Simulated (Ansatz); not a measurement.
# Rb5Mg: the cost of one run

Program: Ansatz 0.2.0. Level of theory: DFT PBE, scalar-relativistic, plane waves, PAW. These are calculated values, not measurements.

## Step 1: Starting point

Symmetry: P-43m, No. 215, cubic system. The conventional cell has a = 6.178 Å, b = 6.178 Å, c = 6.178 Å, α = 90.00°, β = 90.00°, γ = 90.00°. Rb (site symmetry 3m) is surrounded by 1 Mg at 2.45 Å. Around Rb (site symmetry -43m) lie 4 Rb at 2.90 Å. Around Mg (site symmetry -43m) lie 4 Rb at 2.45 Å.

As a file:

```
Rb Mg
1.0
     6.17778    0.00000    0.00000
     0.00000    6.17778    0.00000
     0.00000    0.00000    6.17778
Rb Mg
5 1
Direct
  0.77121 0.77121 0.77121
  0.22879 0.22879 0.77121
  0.22879 0.77121 0.22879
  0.77121 0.22879 0.22879
  0.50000 0.50000 0.50000
  0.00000 0.00000 0.00000
```

A structure generator made this guess: random cell by space group and Wyckoff sites (P-43m, No. 215). The dimensions are guesses.

## Step 2: Probe: one point on a coarse mesh

Contents of input.yaml:

```yaml
crystal:
  lattice:
    - [6.17777521, 0.0, 0.0]
    - [0.0, 6.17777521, 0.0]
    - [0.0, 0.0, 6.17777521]
  atoms:
    - { symbol: Rb, position: [0.77120899, 0.77120899, 0.77120899] }
    - { symbol: Rb, position: [0.22879101, 0.22879101, 0.77120899] }
    - { symbol: Rb, position: [0.22879101, 0.77120899, 0.22879101] }
    - { symbol: Rb, position: [0.77120899, 0.22879101, 0.22879101] }
    - { symbol: Rb, position: [0.5, 0.5, 0.5] }
    - { symbol: Mg, position: [0.0, 0.0, 0.0] }
basis:
  ecutwfc: 420
kpoints:
  mp_grid: { grid: [4, 4, 4] }
hamiltonian:
  xc: pbe
scf:
  occupations: { method: gaussian, width: 0.1 }
  lower_state_search: "off"
output:
  forces: true
  stress: true
  eigenvalues: true
```

Run with:

```console
$ ansatz run input.yaml --threads 1 --pin off --max-ram 2560MiB --backend cpu --events-out ev --progress --plain --runs-dir out
```

**Question.** How long does this run take on 1 thread of Intel Xeon at 2.80GHz (Skylake/Cascade Lake), shared host, and how much memory does it need?

About 5 s, with a peak of 0.45 GiB.
